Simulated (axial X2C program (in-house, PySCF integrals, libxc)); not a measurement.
**A two-component session on CrAl: properties at the nuclei**

Aim: properties at the nuclei of CrAl, with spin–orbit coupling in the Hamiltonian from the start.

Method: two-component X2C with atomic mean-field terms, Cr dyall-cv3z, Al dyall-v3z; program: an in-house X2C program for linear molecules on PySCF integrals.

All values are calculated.

### Step 1. Set-up

task.json

```json
{"zs": [24, 13], "q": 0, "bas": ["dyall-cv3z", "dyall-v3z"], "r0": 2.48, "levels": ["PBE0", "HF", "r2SCAN", "BP86", "TPSSh"], "nst": 3}
```

Keys: zs atomic numbers; q charge; bas basis sets; r0 starting distance in Å; levels methods (HF also brings MP2); nst determinants followed.

Started as:

```console
$ python soeom.py task.json out
```

Nuclei are Gaussian, cores are contracted, and the Gaunt term is on.

### Step 2. Expectation values, lowest determinant

R = 2.716 Å. State: Ω = 5/2 (excess of +ω over −ω: ω = 5/2).

Output of the PBE0 run:

```text
two-component X2C + atomic mean field  PBE0
basis functions 157  fitting functions 917  grid points 5083
iter        total energy     max residual
   1      -1293.052713399     2.70e-05
   2      -1293.052713415     2.19e-05
   3      -1293.052713434     2.93e-05
   4      -1293.052713436     1.89e-05
   5      -1293.052713438     4.62e-06
converged
one-electron -1905.22753895  Coulomb 619.17835334  exact exchange -16.53153327  xc functional -50.97191752  nuclear repulsion 60.78913469  atomic mean-field constant -0.28921173
```

The highest occupied spinor is 70% Al p, 21% Cr s, 4% Al s.

| level | Eeff magnitude (GV/cm) | Ws magnitude Cr (kHz) | A∥/gI Cr (MHz) | qzz Cr (a.u.) | A∥/gI Al (MHz) | qzz Al (a.u.) | μ (D) |
| --- | --- | --- | --- | --- | --- | --- | --- |
| PBE0 | 0.242 | 0.0367 | 208 | -0.05 | 0.604 | -1.18 | -1.08 |
| HF | 0.531 | 0.0841 | 171 | -0.06 | -59.8 | -0.39 | -3.10 |
| r2SCAN | 0.409 | 0.0609 | 304 | -0.07 | -7.06 | -1.13 | -1.02 |
| BP86 | 0.23 | 0.0336 | 225 | 0.07 | -3.42 | -1.04 | -0.51 |
| TPSSh | 0.275 | 0.0409 | 227 | -0.04 | -0.706 | -1.15 | -1.20 |

Eeff is the effective electric field on the electron dipole moment in this Ω state and Ws the scalar–pseudoscalar constant (defined with the proton number Z and per Ω); A∥ is the parallel hyperfine constant, which follows by multiplying with the nuclear g factor gI = μI/(I μN); qzz is the electric field gradient, eQq0 = 234.96 MHz × Q/barn × qzz; μ is positive if Al is the positive end. The operators were transformed with the bare-nucleus X2C matrices.

### Step 3. Expectation values, a higher determinant

R = 2.716 Å. State: Ω = 9/2 (excess of +ω over −ω: ω = 1/2, ω = 3/2, ω = 5/2), 0.37 eV above the lowest in the PBE0 search for states (made at or near this distance, with looser thresholds).

Output of the PBE0 run:

```text
two-component X2C + atomic mean field  PBE0
basis functions 157  fitting functions 917  grid points 5083
iter        total energy     max residual
   1      -1293.039147815     7.38e-05
   2      -1293.039147817     1.15e-05
   3      -1293.039147817     4.10e-06
converged
one-electron -1904.86162746  Coulomb 618.85452351  exact exchange -16.54569461  xc functional -50.98627221  nuclear repulsion 60.78913469  atomic mean-field constant -0.28921173
```

The highest occupied spinor is 73% Al p, 20% Cr p, 7% Cr d.

```
 level  Eeff magnitude (GV/cm)  Ws magnitude Cr (kHz)  A∥/gI Cr (MHz)  qzz Cr (a.u.)  A∥/gI Al (MHz)  qzz Al (a.u.)  μ (D)
  PBE0                   0.222                 0.0117             221           0.18            21.2          -0.02  -1.96
    HF                   0.427                 0.0265             124          -0.01             8.5          -0.14  -3.29
r2SCAN                   0.161                0.00649             260           0.25            18.5          -0.01  -1.64
  BP86                   0.111                0.00317             269           0.28            26.4           0.03  -1.30
 TPSSh                   0.181                0.00799             229           0.21            30.8          -0.01  -1.87
```

### Step 4. Expectation values, a higher determinant

R = 2.716 Å. State: Ω = 7/2 (excess of +ω over −ω: 2 × ω = 1/2, ω = 5/2), 0.46 eV above the lowest in the PBE0 search for states (made at or near this distance, with looser thresholds).

Output of the PBE0 run:

```text
two-component X2C + atomic mean field  PBE0
basis functions 157  fitting functions 917  grid points 5083
iter        total energy     max residual
   1      -1293.035919869     9.28e-05
   2      -1293.035919884     2.37e-05
   3      -1293.035919903     8.76e-05
   4      -1293.035919912     3.67e-05
   5      -1293.035919913     1.72e-05
   6      -1293.035919914     2.89e-06
converged
one-electron -1904.95144450  Coulomb 618.94449865  exact exchange -16.54354128  xc functional -50.98535574  nuclear repulsion 60.78913469  atomic mean-field constant -0.28921173
```

The highest occupied spinor is 82% Al p, 10% Cr p, 8% Cr d.

```
 level  Eeff magnitude (GV/cm)  Ws magnitude Cr (kHz)  A∥/gI Cr (MHz)  qzz Cr (a.u.)  A∥/gI Al (MHz)  qzz Al (a.u.)  μ (D)
  PBE0                   0.181                 0.0115             299           0.08              61           0.07  -2.25
    HF                   0.361                  0.028             190          -0.03            47.4           0.00  -3.33
r2SCAN                   0.129                0.00516             342           0.08            59.5           0.05  -2.30
  BP86                  0.0756               0.000675             351           0.13            60.9           0.09  -1.67
 TPSSh                   0.158                0.00898             309           0.10            58.4           0.06  -2.31
```

### Step 5. Outcome

```
                                        quantity                                                      value
                              lowest determinant                    Ω = 5/2 (excess of +ω over −ω: ω = 5/2)
                    Eeff magnitude (GV/cm), PBE0                                                      0.242
                     Ws magnitude Cr (kHz), PBE0                                                     0.0367
                            A∥/gI Cr (MHz), PBE0                                                        208
                             qzz Cr (a.u.), PBE0                                                      -0.05
                              higher determinant  Ω = 9/2 (excess of +ω over −ω: ω = 1/2, ω = 3/2, ω = 5/2)
Eeff magnitude (GV/cm), PBE0, higher determinant                                                      0.222
 Ws magnitude Cr (kHz), PBE0, higher determinant                                                     0.0117
        A∥/gI Cr (MHz), PBE0, higher determinant                                                        221
         qzz Cr (a.u.), PBE0, higher determinant                                                       0.18
                              higher determinant       Ω = 7/2 (excess of +ω over −ω: 2 × ω = 1/2, ω = 5/2)
Eeff magnitude (GV/cm), PBE0, higher determinant                                                      0.181
 Ws magnitude Cr (kHz), PBE0, higher determinant                                                     0.0115
        A∥/gI Cr (MHz), PBE0, higher determinant                                                        299
         qzz Cr (a.u.), PBE0, higher determinant                                                       0.08
```

In words: In the first state, the effective field runs from 0.23 to 0.531 GV/cm over the mean-field levels, so the levels don't agree on it. The expectation values come from single determinants, which for open shells can mix terms of unlike spin or miss the lowest Ω, so a determinant need not be a state. Eeff is the effective electric field on the electron dipole moment in this Ω state and Ws the scalar–pseudoscalar constant (defined with the proton number Z and per Ω); A∥ is the parallel hyperfine constant, which follows by multiplying with the nuclear g factor gI = μI/(I μN); qzz is the electric field gradient, eQq0 = 234.96 MHz × Q/barn × qzz; μ is positive if Al is the positive end. The operators were transformed with the bare-nucleus X2C matrices.
